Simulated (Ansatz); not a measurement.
# C₂H₂AlF: up Jacob's ladder to CCSD(T)

Aim: compute C₂H₂AlF with functionals from several rungs and with coupled cluster, and see how far each lands from CCSD(T) at the basis-set limit for the atomisation energy.

Computed with Ansatz 0.2.0, Gaussian basis. Level: functionals in def2-TZVPP, the program's frozen cores in correlated methods.

Levels to be run: LDA (SPW92), PBE-D4, revPBE-D4, BLYP-D4, r2SCAN-D4, B97M-V, PBE0-D4, B3LYP-D4, r2SCANh-D4, r2SCAN0-D4, HSE06-D4, BHLYP-D4, CAM-B3LYP-D4, LC-ωPBE, ωB97X-V, ωB97M-V, B2PLYP, PBE-QIDH; CCSD(T)/def2-SVP; CCSD(T)/def2-TZVPP; MP2/def2-QZVPP; extrapolation to the limit; RPA on PBE.

### 1 Structure used throughout

The geometry comes from an earlier relaxation with PBE0-D4 in a triple-zeta def2 set; it is a stationary point.

SMILES `FC#[C][AlH2]`, 6 atoms, charge 0, spin multiplicity 1.

Atoms are counted from 1 here; the program's logs count them from 0.

Bond lengths: F1–C2 1.267 Å, C2–C3 1.210 Å, C3–Al4 1.895 Å, Al4–H5 1.580 Å, Al4–H6 1.580 Å. Angles: F1–C2–C3 180.0°, C2–C3–Al4 179.8°, C3–Al4–H5 118.9°, C3–Al4–H6 118.9°, H5–Al4–H6 122.3°.

### 2 LDA

This LDA is Slater exchange with PW92 correlation.

File in.yaml:

```yaml
crystal:
  periodic: [false, false, false]
  atoms:
    - {symbol: F, position_ang: [2.376174, 1.687464, 0.936300]}
    - {symbol: C, position_ang: [1.395402, 0.986670, 0.545987]}
    - {symbol: C, position_ang: [0.458807, 0.317876, 0.173344]}
    - {symbol: Al, position_ang: [-1.003756, -0.735932, -0.410571]}
    - {symbol: H, position_ang: [-1.081973, -1.155350, -1.931781]}
    - {symbol: H, position_ang: [-2.102554, -1.164828, 0.640521]}
basis:
  gaussian: {orbitals: def2-TZVPP}
hamiltonian: {xc: lda}
output: {orbitals: {seedname: orbitals}}
```

Launch:

```sh
$ ansatz run in.yaml --threads 2 --pin off --events-out ev --progress --plain --max-ram 4352MiB
```

Further steps of the session: PBE-D4 (GGA); revPBE-D4 (GGA); BLYP-D4 (GGA); r2SCAN-D4 (meta-GGA); B97M-V (meta-GGA); PBE0-D4 (hybrid); B3LYP-D4 (hybrid); r2SCANh-D4 (hybrid); r2SCAN0-D4 (hybrid); HSE06-D4 (hybrid); BHLYP-D4 (hybrid); CAM-B3LYP-D4 (range-separated); LC-ωPBE (range-separated); ωB97X-V (range-separated); ωB97M-V (range-separated); B2PLYP (double hybrid); PBE-QIDH (double hybrid); CCSD(T) in def2-SVP; CCSD(T) in def2-TZVPP; MP2 in def2-QZVPP; RPA on PBE orbitals.

Q: Predict the results of all the runs planned. Wanted: atomisation energy, CCSD(T)/CBS; farthest beyond LDA; mean size of error, GGA; mean size of error, meta-GGA; mean size of error, hybrid; mean size of error, range-separated; mean size of error, double hybrid; gap, smallest and largest; T1 diagnostic.

**Answer**, as computed:

| quantity | value |
| --- | --- |
| atomisation energy, CCSD(T)/CBS | 22.337 eV |
| functionals within 0.112 eV (0.5 %) | revPBE-D4, PBE0-D4, B3LYP-D4, r2SCANh-D4, HSE06-D4, CAM-B3LYP-D4, LC-ωPBE, ωB97X-V, ωB97M-V |
| farthest beyond LDA | BHLYP-D4 (-1.023 eV) |
| mean size of error, GGA | 0.338 eV |
| mean size of error, meta-GGA | 0.271 eV |
| mean size of error, hybrid | 0.293 eV |
| mean size of error, range-separated | 0.069 eV |
| mean size of error, double hybrid | 0.130 eV |
| gap, smallest and largest | 4.05 eV (LDA (SPW92)), 10.94 eV (LC-ωPBE) |
| T1 diagnostic | 0.0132 |
| triples share of the correlation energy | 4.1 % |

What this shows: LDA overbinds by 3.771 eV (17 %). PBE-D4 misses by +0.783 eV. Double hybrids carry the basis error of their MP2 part in triple zeta, and no dispersion term here, so their miss is partly the set-up's. By mean error the best rung here is range-separated (0.069 eV) and the worst beyond LDA is GGA (0.338 eV). The reference freezes the cores and leaves out relativity and excitations past (T), so misses under about 0.112 eV can't be ranked. Hartree-Fock recovers 70 % of the binding; the rest is correlation. CCSD(T) in def2-SVP is off by -1.070 eV, so the small basis spoils what the method gains. The gap grows from 4.0 to 10.9 eV across the functionals, mostly with the share of exact exchange.
